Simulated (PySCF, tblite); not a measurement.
# C₂H₇F₃SeSi₂: geometry, infrared bands and NMR shifts

Wanted: the infrared bands and NMR shifts of C₂H₇F₃SeSi₂ (`FC(F)(F)C[Se][SiH2][SiH3]`), by calculation.

The runs use tblite 0.8.0 and PySCF 2.14.0, with density-fitted response routines of our own; the level of theory stands in each step. All values are computed, except where a source is named. Atoms count from 0, in the outputs and in this text.

## 1. The starting structure

15 atoms, charge 0, multiplicity 1; geometry from: force field or distance geometry start.

Bonds of the start (Å): F0–C1 1.40, C1–F2 1.37, C1–F3 1.37, C1–C4 1.51, C4–Se5 1.93, Se5–Si6 2.31, Si6–Si7 2.24, C4–H8 1.09, C4–H9 1.10, Si6–H10 1.47, Si6–H11 1.47, Si7–H12 1.47, Si7–H13 1.48, Si7–H14 1.48.

## 2. Geometry optimisation with GFN2-xTB

What the job is given:

```
{"job": {"kind": "relax", "xc": "GFN2-xTB", "basis": "xTB"}, "charge": 0, "multiplicity": 1}
F     -1.588500    -1.314000    -1.101900
C     -2.533900    -0.434600    -0.556100
F     -3.395700    -0.148500    -1.584800
F     -3.156900    -0.948400     0.545400
C     -1.814500     0.847000    -0.218100
Se    -0.403200     0.424100     1.035400
Si     1.201500    -0.796500    -0.083300
Si     3.061000     0.456700     0.019200
H     -2.467000     1.619900     0.174600
H     -1.365800     1.223100    -1.154000
H      0.770700    -1.032800    -1.470900
H      1.347900    -2.058900     0.658900
H      3.792400    -0.017700     1.205500
H      3.834300     0.304000    -1.228100
H      2.713200     1.884500     0.230600
```

Command:

```console
> OMP_NUM_THREADS=1 python probes_run.py task.json out
```

This one command runs all jobs of the session in turn.

Standard output:

```text
step      E/eV     max force
  0    -780.64184    2.164
  1    -780.81724    1.359
  2    -780.94596    0.759
  3    -780.97080    0.465
  4    -781.00345    0.458
  5    -781.01481    0.413
  6    -781.03707    0.367
  7    -781.05291    0.338
  8    -781.06912    0.355
  9    -781.08090    0.294
 10    -781.08886    0.247
 11    -781.09363    0.235
 12    -781.09762    0.196
 13    -781.10137    0.187
 14    -781.10503    0.208
 15    -781.10805    0.136
 16    -781.11045    0.149
 17    -781.11288    0.143
 18    -781.11599    0.209
 19    -781.11935    0.182
 20    -781.12199    0.112
 21    -781.12407    0.116
 22    -781.12646    0.177
 23    -781.12924    0.206
 24    -781.13160    0.134
 25    -781.13301    0.101
 26    -781.13382    0.089
 27    -781.13461    0.087
 28    -781.13557    0.085
 29    -781.13650    0.090
 30    -781.13733    0.107
 31    -781.13816    0.097
 32    -781.13902    0.074
 33    -781.13977    0.071
 34    -781.14039    0.068
 35    -781.14094    0.072
 36    -781.14145    0.052
 37    -781.14183    0.036
 38    -781.14208    0.038
 39    -781.14229    0.054
 40    -781.14255    0.063
 41    -781.14287    0.050
 42    -781.14313    0.030
 43    -781.14329    0.028
 44    -781.14343    0.042
 45    -781.14362    0.052
 46    -781.14385    0.045
 47    -781.14406    0.035
 48    -781.14421    0.035
 49    -781.14437    0.041
 50    -781.14466    0.070
 51    -781.14517    0.092
 52    -781.14584    0.080
 53    -781.14643    0.058
 54    -781.14683    0.051
 55    -781.14716    0.065
 56    -781.14760    0.084
 57    -781.14821    0.075
 58    -781.14890    0.085
 59    -781.14959    0.076
 60    -781.15028    0.077
 61    -781.15098    0.091
 62    -781.15155    0.066
 63    -781.15204    0.048
 64    -781.15261    0.064
 65    -781.15345    0.080
 66    -781.15450    0.093
 67    -781.15544    0.084
 68    -781.15610    0.076
 69    -781.15643    0.071
 70    -781.15701    0.062
 71    -781.15765    0.044
 72    -781.15856    0.055
 73    -781.15901    0.065
 74    -781.15954    0.066
 75    -781.16012    0.069
 76    -781.16070    0.036
 77    -781.16093    0.031
 78    -781.16109    0.036
 79    -781.16130    0.044
 80    -781.16168    0.060
 81    -781.16231    0.081
 82    -781.16313    0.092
 83    -781.16393    0.074
 84    -781.16450    0.085
 85    -781.16483    0.080
 86    -781.16539    0.071
 87    -781.16649    0.087
 88    -781.16769    0.075
 89    -781.16952    0.092
 90    -781.17122    0.104
 91    -781.17330    0.110
 92    -781.17558    0.107
 93    -781.17772    0.073
 94    -781.17713    0.155
 95    -781.17925    0.097
 96    -781.17979    0.073
 97    -781.18042    0.062
 98    -781.18136    0.052
 99    -781.18225    0.069
100    -781.18333    0.064
101    -781.18450    0.083
102    -781.18572    0.062
103    -781.18665    0.067
104    -781.18723    0.045
105    -781.18762    0.056
106    -781.18797    0.043
107    -781.18846    0.049
108    -781.18935    0.064
109    -781.18990    0.068
110    -781.19077    0.051
111    -781.19186    0.071
112    -781.19307    0.069
113    -781.19441    0.074
114    -781.19530    0.060
115    -781.19576    0.040
116    -781.19597    0.034
117    -781.19612    0.032
118    -781.19629    0.035
119    -781.19655    0.034
120    -781.19682    0.035
121    -781.19702    0.040
122    -781.19714    0.032
123    -781.19722    0.021
124    -781.19730    0.021
125    -781.19741    0.028
126    -781.19759    0.032
127    -781.19782    0.038
128    -781.19806    0.038
129    -781.19826    0.031
130    -781.19842    0.023
131    -781.19854    0.025
132    -781.19865    0.023
133    -781.19876    0.032
134    -781.19891    0.036
135    -781.19917    0.025
136    -781.19929    0.027
137    -781.19942    0.018
138    -781.19949    0.017
139    -781.19953    0.016
140    -781.19957    0.014
141    -781.19961    0.014
142    -781.19964    0.020
143    -781.19967    0.015
144    -781.19970    0.009
```

Wall time 3.9 s (1 thread of Intel Xeon at 2.50GHz, shared host); peak memory 0.18 GiB.

Along the way: (not every step is listed)

| step | energy from step 0 (eV) | largest force (eV/Å) |
| --- | --- | --- |
| 0 | 0.0000 | 2.1637 |
| 1 | -0.1754 | 1.3588 |
| 2 | -0.3041 | 0.7593 |
| 3 | -0.3290 | 0.4647 |
| 4 | -0.3616 | 0.4581 |
| 5 | -0.3730 | 0.4135 |
| 6 | -0.3952 | 0.3673 |
| 7 | -0.4111 | 0.3377 |
| 8 | -0.4273 | 0.3554 |
| 21 | -0.4822 | 0.1157 |
| 34 | -0.4986 | 0.0679 |
| 47 | -0.5022 | 0.0351 |
| 60 | -0.5084 | 0.0767 |
| 73 | -0.5172 | 0.0645 |
| 86 | -0.5236 | 0.0707 |
| 99 | -0.5404 | 0.0687 |
| 112 | -0.5512 | 0.0693 |
| 125 | -0.5556 | 0.0277 |
| 138 | -0.5576 | 0.0175 |
| 139 | -0.5577 | 0.0163 |
| 140 | -0.5577 | 0.0144 |
| 141 | -0.5578 | 0.0136 |
| 142 | -0.5578 | 0.0195 |
| 143 | -0.5578 | 0.0154 |
| 144 | -0.5579 | 0.0093 |

Distances of close pairs at the start and the end, largest changes first:

| bond | before (Å) | after (Å) | change (Å) |
| --- | --- | --- | --- |
| Si6–Si7 | 2.245 | 2.322 | +0.077 |
| F0–C1 | 1.402 | 1.342 | -0.060 |
| C1–F3 | 1.366 | 1.335 | -0.030 |
| C1–F2 | 1.372 | 1.347 | -0.025 |
| C4–Se5 | 1.934 | 1.959 | +0.024 |
| Si7–H14 | 1.485 | 1.464 | -0.021 |
| C4–H9 | 1.104 | 1.090 | -0.014 |
| Se5–Si6 | 2.306 | 2.319 | +0.013 |

The next job starts from the end point, and lists it.

## 3. Harmonic vibrations with GFN2-xTB

What the job is given:

```
{"job": {"kind": "ir", "xc": "GFN2-xTB", "basis": "xTB"}, "charge": 0, "multiplicity": 1}
F     -1.810469    -1.721061    -0.293256
C     -2.611756    -0.652776    -0.159210
F     -3.692046    -0.899437    -0.924507
F     -3.035123    -0.645636     1.107279
C     -1.928853     0.630625    -0.545262
Se    -0.375089     0.913627     0.613557
Si     1.258360    -0.109448    -0.675887
Si     3.287559     0.301767     0.375596
H     -2.621621     1.459091    -0.392770
H     -1.616946     0.582003    -1.588964
H      1.049785     0.503519    -1.996717
H      0.838788    -1.504525    -0.821064
H      3.336311    -0.271849     1.720538
H      4.345293    -0.311495    -0.428409
H      3.571392     1.733582     0.481510
```

Standard output:

```text
mode    cm-1     km/mol
  1     -15.5      0.02
  2      19.5      0.36
  3      31.0      0.49
  4      54.3      1.54
  5      80.4      2.95
  6     116.2      3.29
  7     135.9      1.21
  8     282.6      7.86
  9     321.3     60.49
 10     331.5      2.86
 11     337.2     29.58
 12     462.0     11.58
 13     464.9      6.34
 14     466.4     12.94
 15     468.3      2.85
 16     471.7      5.80
 17     565.5     18.16
 18     566.2     51.25
 19     639.3    219.19
 20     656.0    583.27
 21     761.1    482.91
 22     785.4    129.07
 23     795.7    103.66
 24     813.4      4.07
 25     816.6    114.91
 26     822.7     11.95
 27     991.4    158.19
 28    1031.4    309.47
 29    1161.3    120.20
 30    1168.7     79.18
 31    1206.0    144.58
 32    1393.0     10.26
 33    2180.3    199.13
 34    2244.3     29.09
 35    2259.4     92.97
 36    2264.6    462.27
 37    2266.0    340.16
 38    2979.6      3.25
 39    2989.2      2.00
```

Wall time 1.2 s (1 thread of Intel Xeon at 2.50GHz, shared host); peak memory 0.18 GiB.

The strongest bands and the atoms that carry them (share of the mass-weighted mode):

| cm⁻¹ | km/mol | atoms |
| --- | --- | --- |
| 639 | 219.2 | C4 38 %, H11 18 %, H10 14 % |
| 656 | 583.3 | C4 27 %, H10 24 %, H11 24 % |
| 761 | 482.9 | H12 22 %, H14 20 %, H13 18 %, H10 17 % |
| 991 | 158.2 | C1 28 %, H9 27 %, H8 25 %, F0 10 % |
| 1031 | 309.5 | C1 65 %, F2 20 % |
| 2180 | 199.1 | H10 94 % |
| 2265 | 462.3 | H14 60 %, H13 19 %, H11 16 % |
| 2266 | 340.2 | H12 81 %, H13 14 % |

## 4. Nuclear shieldings: PBE0/pcSseg-1

Settings changed since step 3:

```diff
@@ -1,2 +1,2 @@
-{"job": {"kind": "ir", "xc": "GFN2-xTB", "basis": "xTB"}, "charge": 0, "multiplicity": 1}
+{"job": {"kind": "nmr", "xc": "PBE0", "basis": "pcSseg-1"}, "charge": 0, "multiplicity": 1}
 F     -1.810469    -1.721061    -0.293256
```

With the program's defaults for keys left out, this is: GIAO PBE0/pcSseg-1 NMR shielding, non-relativistic, gas phase.

Standard output:

```text
coarse grid: 63720 points
cycle   1  E = -3359.1706779953  dE = -1.761e-01  |g| = 1.071e+00  |ddm| = 3.576e+00
cycle   2  E = -3359.0573803232  dE =  1.133e-01  |g| = 1.309e+00  |ddm| = 1.059e+00
cycle   3  E = -3359.3015366811  dE = -2.442e-01  |g| = 1.790e-01  |ddm| = 6.758e-01
cycle   4  E = -3359.3054622323  dE = -3.926e-03  |g| = 5.122e-02  |ddm| = 1.182e-01
cycle   5  E = -3359.3058653506  dE = -4.031e-04  |g| = 1.535e-02  |ddm| = 5.052e-02
cycle   6  E = -3359.3059303862  dE = -6.504e-05  |g| = 2.060e-03  |ddm| = 1.649e-02
cycle   7  E = -3359.3059313247  dE = -9.386e-07  |g| = 5.563e-04  |ddm| = 2.518e-03
final grid: 131760 points
cycle   8  E = -3359.3058696019  dE = -2.069e-08  |g| = 6.261e-04  |ddm| = 1.598e-03
cycle   9  E = -3359.3058695586  dE =  4.323e-08  |g| = 8.208e-04  |ddm| = 1.152e-03
cycle  10  E = -3359.3058696772  dE = -1.186e-07  |g| = 8.310e-05  |ddm| = 6.295e-04
cycle  11  E = -3359.3058696784  dE = -1.169e-09  |g| = 7.586e-06  |ddm| = 7.110e-05
cycle  12  E = -3359.3058696784  dE = -1.273e-11  |g| = 3.481e-06  |ddm| = 1.446e-05
converged SCF energy = -3359.3058696784

GIAO shielding tensors (ppm)
atom      isotropic    diamagn.    paramagn.     s11        s22        s33       span
  0 F      252.718     478.565    -225.848    175.804    246.090    336.259    160.454
  1 C       50.657     242.509    -191.852     43.696     50.039     58.235     14.540
  2 F      248.658     467.984    -219.326    157.073    248.106    340.795    183.721
  3 F      254.545     473.704    -219.159    173.016    252.522    338.096    165.081
  4 C      149.754     252.471    -102.717    131.309    150.597    167.357     36.048
  5 Se    1992.404    3002.555   -1010.151   1615.511   1733.952   2627.750   1012.239
  6 Si     398.142     880.945    -482.803    365.580    369.788    459.057     93.478
  7 Si     464.585     879.566    -414.981    449.752    468.770    475.234     25.482
  8 H       28.619      29.194      -0.575     22.132     27.375     36.348     14.216
  9 H       28.960      31.243      -2.283     23.282     28.404     35.195     11.914
 10 H       26.887      30.018      -3.131     22.604     25.297     32.759     10.155
 11 H       26.639      30.117      -3.479     21.152     26.965     31.799     10.647
 12 H       28.081      28.850      -0.769     24.201     26.555     33.487      9.286
 13 H       28.077      27.968       0.108     24.398     25.411     34.421     10.024
 14 H       28.087      28.601      -0.513     24.252     26.410     33.601      9.349
```

Wall time 97 s (1 thread of Intel Xeon at 2.50GHz, shared host); peak memory 0.89 GiB.

Shifts follow as δ = σ(reference) − σ, with reference shieldings (ppm) from runs at the same level and on the same kind of geometry: 1H TMS 31.72, 13C TMS 186.9, 29Si TMS 349.2, 19F CFCl3 170.9, 77Se Me2Se 1758. The references are single molecules in the gas phase, so shifts against H2O, NH3, PH3, H3PO4 or CFCl3 are not on the usual liquid scales and can be off by tens of ppm. Atoms listed in one row are averaged.

| atoms | environment | σ (ppm) | δ (ppm) |
| --- | --- | --- | --- |
| C1 | CF3 carbon | 50.7 | 136.3 |
| C4 | sp3 CH2 bonded to Se | 149.8 | 37.2 |
| H10, H11 | hydrogen on a silicon bonded to Se, Si | 26.76 | 4.95 |
| H12, H13, H14 | hydrogen on a silicon bonded to Si | 28.08 | 3.64 |
| H8, H9 | hydrogen on an sp3 CH2 bonded to Se | 28.79 | 2.93 |
| F0, F2, F3 | fluorine of a CF3 group | 252.0 | -81.0 |
| Se5 | selenium bonded to C, Si | 1992 | -234 |
| Si6 | silicon bonded to Se, Si, 2 H | 398.1 | -49.0 |
| Si7 | silicon bonded to Si, 3 H | 464.6 | -115.4 |

The run also stored atomic charges by several schemes (e):

| atoms | Mulliken | IAO | Hirshfeld | ESP fit |
| --- | --- | --- | --- | --- |
| F0, F2, F3 | -0.27 | -0.28 | -0.10 | -0.24 |
| C1 | 0.80 | 0.81 | 0.25 | 0.80 |
| C4 | -0.36 | -0.42 | -0.11 | -0.62 |
| Se5 | -0.32 | -0.08 | -0.05 | -0.14 |
| Si6 | 0.32 | 0.32 | 0.20 | 0.04 |
| Si7 | 0.19 | 0.31 | 0.23 | 0.33 |

Mayer bond orders: F0–C1 1.00, C1–F2 1.00, C1–F3 1.01, C1–C4 0.97, C4–Se5 1.03, Se5–Si6 0.91, Si6–Si7 0.91.

## 5. Results

| quantity | value |
| --- | --- |
| strongest single infrared mode (GFN2-xTB) | 656 cm⁻¹, 583 km/mol |
| zero-point energy (GFN2-xTB) | 50.6 kcal/mol |
| 13C shifts against TMS (PBE0/pcSseg-1) | 136.3, 37.2 ppm |
| 1H shifts against TMS (PBE0/pcSseg-1, means over atoms taken as alike) | 4.95, 3.64, 2.93 ppm |
| 19F shifts against CFCl3 (PBE0/pcSseg-1, means over atoms taken as alike) | -81.0 ppm |
| 77Se shifts against Me2Se (PBE0/pcSseg-1) | -234 ppm |
| 29Si shifts against TMS (PBE0/pcSseg-1) | -49.0, -115.4 ppm |

What this shows: The optimisation took 144 steps and gained 0.558 eV; among the close pairs (by a distance rule), Si6–Si7 changed most, from 2.245 to 2.322 Å. The lowest mode is slightly imaginary (16i cm⁻¹), a soft motion within the noise of the Hessian, so the minimum is not strictly shown. The strongest single mode, at 656 cm⁻¹, has its largest shares on C4, H10 and H11 (the list is cut at 3 atoms). Unscaled tight-binding wavenumbers are off by several per cent, some by more. Its intensities can rank the bands wrongly. At PBE0/pcSseg-1: The largest span, 1012 ppm, is at Se5, where the paramagnetic term is -1010 ppm. Spin-orbit coupling is left out, which matters for shieldings and couplings at and beside the heavy atoms.
